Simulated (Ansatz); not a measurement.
# Zn3Pb2: the cost of one run

Method: DFT PBE, scalar-relativistic, plane waves, PAW, in Ansatz 0.2.0.

## Step 1: The system as given

It takes space group P6/mmm (No. 191, hexagonal). The conventional cell has a = 4.648 Å, b = 4.648 Å, c = 5.695 Å, α = 90.00°, β = 90.00°, γ = 120.00°. Zn (site symmetry mmm) is surrounded by 4 Zn at 2.32 Å and 2 Pb at 2.32 Å. Pb (site symmetry 6/mmm) has 6 Zn at 2.32 Å in its first shell of neighbours. Around Pb (site symmetry 6/mmm) lie 2 Pb at 2.85 Å.

Coordinates:

```cif
data_structure
_symmetry_space_group_name_H-M 'P6/mmm'
_symmetry_Int_Tables_number 191
_cell_length_a 4.6476
_cell_length_b 4.6476
_cell_length_c 5.6954
_cell_angle_alpha 90.000
_cell_angle_beta 90.000
_cell_angle_gamma 120.000
_cell_volume 106.54
loop_
_atom_site_label
_atom_site_type_symbol
_atom_site_symmetry_multiplicity
_atom_site_Wyckoff_symbol
_atom_site_fract_x
_atom_site_fract_y
_atom_site_fract_z
_atom_site_occupancy
Zn1 Zn 3 f 0.50000 0.00000 0.00000 1
Pb1 Pb 1 a 0.00000 0.00000 0.00000 1
Pb2 Pb 1 b 0.00000 0.00000 0.50000 1
```

A structure generator made this guess: random cell by space group and Wyckoff sites (P6/mmm, No. 191). Its size is a rough estimate.

## Step 2: The guess as it stands, on a coarse mesh

The input, input.yaml:

```yaml
crystal:
  lattice:
    - [4.64762245, 0.0, 0.0]
    - [-2.32381123, 4.02495911, 0.0]
    - [0.0, 0.0, 5.69544627]
  atoms:
    - { symbol: Zn, position: [0.5, 0.0, 0.0] }
    - { symbol: Zn, position: [0.0, 0.5, 0.0] }
    - { symbol: Zn, position: [0.5, 0.5, 0.0] }
    - { symbol: Pb, position: [0.0, 0.0, 0.0] }
    - { symbol: Pb, position: [0.0, 0.0, 0.5] }
basis:
  ecutwfc: 420
kpoints:
  mp_grid: { grid: [6, 6, 4] }
hamiltonian:
  xc: pbe
scf:
  occupations: { method: gaussian, width: 0.1 }
  lower_state_search: "off"
output:
  forces: true
  stress: true
  eigenvalues: true
```

The run is started by

```sh
> ansatz run input.yaml --threads 1 --pin off --max-ram 2560MiB --backend cpu --events-out ev --progress --plain --runs-dir out
```

What time and memory should one allow on 1 thread of INTEL XEON PLATINUM 8581C at 2.10GHz (Emerald Rapids), shared host?

About 3.4 s, with a peak of 0.45 GiB.
